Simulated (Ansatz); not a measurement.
NbTe:

```
Nb Te
1.0
     3.42570    0.00000    0.00000
     0.00000    3.42570    0.00000
     0.00000    0.00000    3.42570
Nb Te
1 1
Direct
  0.50000 0.50000 0.50000
  0.00000 0.00000 0.00000
```

The cell was built by a generator and needn't be a form met in nature.

Base run:

| Property | Result |
| --- | --- |
| Program | Ansatz 0.2.0 |
| Functional | LDA |
| Potentials or basis | Ansatz PAW |
| Cutoff | 420 eV (not typed: the program's choice for these potentials) |
| k mesh | 8 × 8 × 8 |
| Occupations | fermi-dirac, width 0.05 eV |
| Spin | no spin polarisation |
| Hubbard terms | Nb d U = 6 eV |

Its results: band gap on the k mesh none (metal or under the smearing width); pressure 2.6 GPa.

Task: The run is repeated on the same cell with these changes: hubbard terms from Nb d U = 6 eV to Nb d U = 1 eV. What comes out?

Result: Band gap on the k mesh none (metal or under the smearing width); pressure -7.2 GPa.

Caveats: U without spin polarisation on a metal has little footing; the PAW data sets come from PBE, with cores solved anew for the run's functional, which leaves a small shift of forces and pressure; the U is typed as a test and isn't derived for this compound.
